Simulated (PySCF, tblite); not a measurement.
# C₂H₆BFN radical: geometry, infrared bands and EPR parameters

Wanted: the infrared bands and EPR parameters of C₂H₆BFN radical (`[NH]BCCF`), by calculation.

Programs: tblite 0.8.0 and PySCF 2.14.0, with density-fitted response routines of our own. Each step states its level of theory. These are calculated values for one molecule in the gas phase, unless marked as measured. Atoms count from 0, in the outputs and in this text.

## 1. The starting structure

11 atoms, charge 0, multiplicity 2; geometry from: force field or distance geometry start.

Bonds of the start (Å): N0–B1 1.53, B1–C2 1.58, C2–C3 1.54, C3–F4 1.38, N0–H5 1.05, B1–H6 1.20, C2–H7 1.12, C2–H8 1.11, C3–H9 1.09, C3–H10 1.14.

## 2. Geometry optimisation with GFN2-xTB

Job settings and geometry (Å):

```
{"job": {"kind": "relax", "xc": "GFN2-xTB", "basis": "xTB"}, "charge": 0, "multiplicity": 2}
N      1.417400    -0.433600    -1.311100
B      1.166800    -0.316000     0.194400
C     -0.069700     0.568700     0.614700
C     -1.270100    -0.106000    -0.084700
F     -2.452100     0.546700     0.189000
H      2.254800     0.184100    -1.481900
H      1.422100    -1.274700     0.868100
H      0.103100     1.595900     0.193300
H     -0.189100     0.570000     1.713300
H     -1.065000    -0.136100    -1.159800
H     -1.312700    -1.196400     0.238700
```

On the command line:

```console
> OMP_NUM_THREADS=1 python probes_run.py task.json out
```

One launch serves the whole session: the jobs run in the order shown.

Standard output:

```text
step      E/eV     max force
  0    -438.57886    4.735
  1    -439.15868    3.113
  2    -439.21981    6.756
  3    -439.45157    1.803
  4    -439.51093    0.911
  5    -439.60270    1.542
  6    -439.65106    1.503
  7    -439.72449    0.993
  8    -439.78122    0.968
  9    -439.83359    0.541
 10    -439.85990    0.478
 11    -439.87773    0.416
 12    -439.87842    0.859
 13    -439.89372    0.345
 14    -439.89772    0.202
 15    -439.90240    0.146
 16    -439.90413    0.178
 17    -439.90781    0.169
 18    -439.90919    0.114
 19    -439.91143    0.127
 20    -439.91360    0.139
 21    -439.91618    0.134
 22    -439.91773    0.115
 23    -439.91894    0.118
 24    -439.92009    0.105
 25    -439.92117    0.099
 26    -439.92201    0.107
 27    -439.92261    0.075
 28    -439.92318    0.064
 29    -439.92390    0.079
 30    -439.92465    0.074
 31    -439.92514    0.059
 32    -439.92537    0.031
 33    -439.92553    0.032
 34    -439.92567    0.033
 35    -439.92578    0.031
 36    -439.92585    0.022
 37    -439.92591    0.024
 38    -439.92598    0.027
 39    -439.92607    0.027
 40    -439.92614    0.020
 41    -439.92618    0.019
 42    -439.92621    0.018
 43    -439.92627    0.027
 44    -439.92636    0.042
 45    -439.92648    0.037
 46    -439.92661    0.032
 47    -439.92672    0.030
 48    -439.92681    0.027
 49    -439.92687    0.039
 50    -439.92690    0.021
 51    -439.92692    0.013
 52    -439.92694    0.012
 53    -439.92696    0.020
 54    -439.92699    0.023
 55    -439.92701    0.016
 56    -439.92703    0.016
 57    -439.92706    0.020
 58    -439.92710    0.039
 59    -439.92719    0.059
 60    -439.92734    0.074
 61    -439.92756    0.070
 62    -439.92781    0.065
 63    -439.92809    0.074
 64    -439.92843    0.068
 65    -439.92885    0.086
 66    -439.92931    0.076
 67    -439.92975    0.072
 68    -439.93005    0.059
 69    -439.93001    0.094
 70    -439.93052    0.053
 71    -439.93066    0.055
 72    -439.93095    0.032
 73    -439.93103    0.033
 74    -439.93112    0.033
 75    -439.93124    0.028
 76    -439.93137    0.043
 77    -439.93148    0.039
 78    -439.93156    0.026
 79    -439.93163    0.028
 80    -439.93172    0.058
 81    -439.93192    0.099
 82    -439.93237    0.146
 83    -439.93263    0.223
 84    -439.93414    0.255
 85    -439.93544    0.223
 86    -439.93597    0.448
 87    -439.93765    0.181
 88    -439.93921    0.140
 89    -439.94057    0.162
 90    -439.94116    0.098
 91    -439.94128    0.201
 92    -439.94197    0.077
 93    -439.94211    0.072
 94    -439.94241    0.042
 95    -439.94259    0.033
 96    -439.94254    0.082
 97    -439.94277    0.019
 98    -439.94281    0.008
```

Wall time 0.25 s (1 thread of Arm Neoverse V2, shared host).

Along the way: (not every step is listed)

```
step  energy from step 0 (eV)  largest force (eV/Å)
   0                   0.0000                4.7351
   1                  -0.5798                3.1132
   2                  -0.6409                6.7561
   3                  -0.8727                1.8032
   4                  -0.9321                0.9115
   5                  -1.0238                1.5423
   6                  -1.0722                1.5030
   7                  -1.1456                0.9929
   8                  -1.2024                0.9680
  16                  -1.3253                0.1776
  24                  -1.3412                0.1048
  32                  -1.3465                0.0307
  40                  -1.3473                0.0195
  48                  -1.3479                0.0274
  56                  -1.3482                0.0157
  64                  -1.3496                0.0681
  72                  -1.3521                0.0316
  80                  -1.3529                0.0577
  88                  -1.3603                0.1401
  93                  -1.3632                0.0717
  94                  -1.3635                0.0417
  95                  -1.3637                0.0335
  96                  -1.3637                0.0816
  97                  -1.3639                0.0192
  98                  -1.3639                0.0079
```

Close pairs (by a distance rule), those that changed most:

```
  bond  before (Å)  after (Å)  change (Å)
 N0–B1       1.531      1.303      -0.227
 B1–C2       1.577      1.647      +0.069
 N0–H5       1.054      0.995      -0.059
C3–H10       1.138      1.094      -0.044
 C2–H7       1.124      1.088      -0.036
 C2–C3       1.544      1.513      -0.031
 B1–H6       1.199      1.174      -0.025
 C2–H8       1.105      1.089      -0.016
```

The final coordinates are the input of the step that follows.

## 3. Harmonic vibrations with GFN2-xTB

Job settings and geometry (Å):

```
{"job": {"kind": "ir", "xc": "GFN2-xTB", "basis": "xTB"}, "charge": 0, "multiplicity": 2}
N      2.191262    -0.105616    -0.743146
B      1.163978    -0.504650    -0.047506
C     -0.090926     0.496243     0.320014
C     -1.417555    -0.190568     0.078139
F     -2.452456     0.674122     0.379939
H      2.684521     0.600342    -1.241975
H      1.052828    -1.593451     0.378645
H     -0.036454     1.408648    -0.269670
H      0.010985     0.754517     1.373289
H     -1.548830    -0.469212    -0.971920
H     -1.551930    -1.067703     0.718228
```

Standard output:

```text
mode    cm-1     km/mol
  1      41.3      0.04
  2      95.0      9.78
  3     202.6     15.13
  4     266.6     20.59
  5     391.0      5.27
  6     468.6    116.34
  7     519.3    158.21
  8     674.2      4.07
  9     760.8     15.68
 10     800.3      4.49
 11     885.9      2.19
 12     938.8      7.22
 13     996.0     84.91
 14    1071.0     20.78
 15    1158.2      3.24
 16    1187.8      5.69
 17    1246.8      1.28
 18    1314.9      6.18
 19    1449.0      0.55
 20    1458.5      2.76
 21    1631.5     12.00
 22    2531.4     29.29
 23    2949.7     25.95
 24    2956.8     26.79
 25    3002.4     25.67
 26    3025.0     26.56
 27    3621.7      3.89
```

Run time: 0.13 s. Hardware: 1 thread of Arm Neoverse V2, shared host.

The strongest bands and the atoms that carry them (share of the mass-weighted mode):

```
cm⁻¹  km/mol                      atoms
 469   116.3  H5 55 %, B1 20 %, N0 18 %
 519   158.2           H5 51 %, N0 27 %
 996    84.9           C3 53 %, F4 38 %
2531    29.3                    H6 91 %
2950    25.9          H9 51 %, H10 38 %
2957    26.8          H10 54 %, H9 41 %
3002    25.7                    H8 91 %
3025    26.6                    H7 92 %
```

## 4. EPR parameters: B3LYP/pcH-1

The job, as its differences from that of step 3:

```diff
@@ -1,2 +1,2 @@
-{"job": {"kind": "ir", "xc": "GFN2-xTB", "basis": "xTB"}, "charge": 0, "multiplicity": 2}
+{"job": {"kind": "epr", "basis": "pcH-1"}, "charge": 0, "multiplicity": 2}
 N      2.191262    -0.105616    -0.743146
```

Level: UKS B3LYP, pcH-1 on B C F H N, non-relativistic, mean-field spin-orbit, GIAO.

Standard output:

```text
UKS, coarse grid
  cycle   1  E = -259.18457503  |g| = 4.05e-01
  cycle   2  E = -259.14091019  |g| = 5.74e-01
  cycle   3  E = -259.24545983  |g| = 8.26e-02
  cycle   4  E = -259.24792822  |g| = 5.14e-02
  cycle   5  E = -259.24918937  |g| = 1.48e-02
  cycle   6  E = -259.24930101  |g| = 6.50e-03
  cycle   7  E = -259.24932860  |g| = 2.20e-03
  cycle   8  E = -259.24933256  |g| = 8.20e-04
UKS, final grid
  cycle   1  E = -259.24934201  |g| = 8.76e-04
  cycle   2  E = -259.24934166  |g| = 1.30e-03
  cycle   3  E = -259.24934242  |g| = 2.48e-04
  cycle   4  E = -259.24934245  |g| = 7.83e-05
  cycle   5  E = -259.24934246  |g| = 4.10e-05
  cycle   6  E = -259.24934246  |g| = 8.73e-06
E = -259.24934246 Eh   <S^2> = 0.7565 (exact 0.7500)
g shifts (ppm)      1          2          3
  rmc          -216       -216       -216
  gc              7        -16         53
  oz_so         166       1736       2502
  total         -43       1504       2339
hyperfine (MHz)  atom isotope    a_iso     a_fc   dipolar eigenvalues
    0   14N      56.41      56.41    -38.80    -33.37     72.17
    1   11B     -44.20     -44.20    -12.51     -1.20     13.71
    2   13C      94.79      94.79    -17.11    -16.41     33.52
    3   13C       1.73       1.73     -1.39     -1.02      2.42
    4   19F      34.99      34.99    -27.32    -25.32     52.64
    5    1H     -14.21     -14.21    -45.35    -10.55     55.91
    6    1H     205.48     205.48     -5.77     -3.89      9.66
    7    1H     -12.68     -12.68     -9.33     -1.15     10.49
    8    1H      -2.72      -2.72     -7.83     -1.54      9.37
    9    1H       0.58       0.58     -2.24     -1.13      3.36
   10    1H       0.67       0.67     -2.18     -0.95      3.12
```

Run time: 19 s. Hardware: 1 thread of Arm Neoverse V2, shared host; peak memory 0.69 GiB.

Principal g values 2.00228, 2.00382, 2.00466; g(iso) = 2.00359, against 2.00232 for a free electron.

Mean a(iso) over the nuclei that a row names, and the largest dipolar term of the row (other rows stand at the frozen geometry):

```
 nuclei  isotope  a(iso) (MHz)  a(iso) (G, at g = 2.0023)  largest dipolar term (MHz)
     H6       1H         205.5                       73.3                         9.7
     C2      13C          94.8                       33.8                        33.5
     N0      14N          56.4                       20.1                        72.2
     B1      11B         -44.2                      -15.8                        13.7
     F4      19F          35.0                       12.5                        52.6
     H5       1H         -14.2                       -5.1                        55.9
 H7, H8       1H          -7.7                       -2.7                        10.5
     C3      13C           1.7                        0.6                         2.4
H9, H10       1H           0.6                        0.2                         3.4
```

Mulliken spin populations:

```
atom  value (e)
  N0       0.84
  B1      -0.12
  C2       0.17
  C3       0.00
  F4       0.01
  H5      -0.01
  H6       0.12
  H7      -0.01
  H8       0.00
  H9       0.00
 H10       0.00
```

In first order the couplings over 0.8 MHz of 1H, 14N, 11B, 19F give 288 distinct lines over 183.9 G, if the averaged nuclei exchange fast.

The fields below are evaluated on a grid from the run's orbitals.

ELF in a plane through or near 6 of the atoms.

Ten even steps from ' ' (0.00) to '@' (1.00):
```
                                                        
                                                        
                                                        
                          ....                          
                      ::++%%##==..                      
                      ++@@@@@@##::    ::..              
          ..--::      ++@@@@@@%%::  ==**++--..          
        ..++##**--..  ::##@@@@##::  **%%%%##--          
        ..**%%%%**==..--++**--**++::******%%++..        
        ..++##%%####++**%%++::%%@@==**##%%%%++..        
        ..==##%%**%%::--++%%**####==**::::::..          
        ..++######**----::++::::**@@@@**                
          --====----##%%@@**  ..##@@@@@@==              
            ..    ++@@@@@@@@..  **@@@@@@##::            
                  ##@@@@@@@@..  ..%%@@@@==              
                  ##@@@@@@@@..    ..--::                
                  --%%%%%%++                            
                    ......                              
                                                        
                                                        
```
The map spans 11.0 Å across and 8.5 Å up, centred on the molecule. Atoms in the plane (x, y in Å): B1 (-1.1, -0.5), C2 (0.2, 0.4), F4 (2.5, 0.7), H6 (-0.9, -1.7), H7 (0.0, 1.4), H10 (1.7, -1.1).

On the surface of density 0.002 e/bohr³ the electrostatic potential runs, from the 1st to the 99th percentile, from -1.17 V near F4 to 2.18 V near H5.

The spin density lies nearest to N0 63 %; C2 12 %; H5, H6 about 8 % each.

## 5. Summary of results

| quantity | value |
| --- | --- |
| strongest single infrared mode (GFN2-xTB) | 519 cm⁻¹, 158 km/mol |
| zero-point energy (GFN2-xTB) | 51.0 kcal/mol |
| g(iso) (B3LYP) | 2.00359 |
| ⟨S²⟩ | 0.756 (exact 0.75) |
| largest a(iso) (averaged by class) | 1H on H6, 205.5 MHz |
| surface potential, 1st and 99th percentile | -1.17 V and 2.18 V |

Relaxing lowered the energy by 1.364 eV in 98 steps; the close pair that moved most is N0–B1, from 1.531 to 1.303 Å. All 27 modes are real, so the xTB geometry is a minimum. The strongest single mode, at 519 cm⁻¹, moves mainly H5 and N0. GFN2-xTB is a fitted tight-binding method: band positions and strengths are rough. Its intensities can rank the bands wrongly. Most of the unpaired spin sits on N0 (0.84 e). The isotropic g lies 1.3 ppt above the free-electron value.
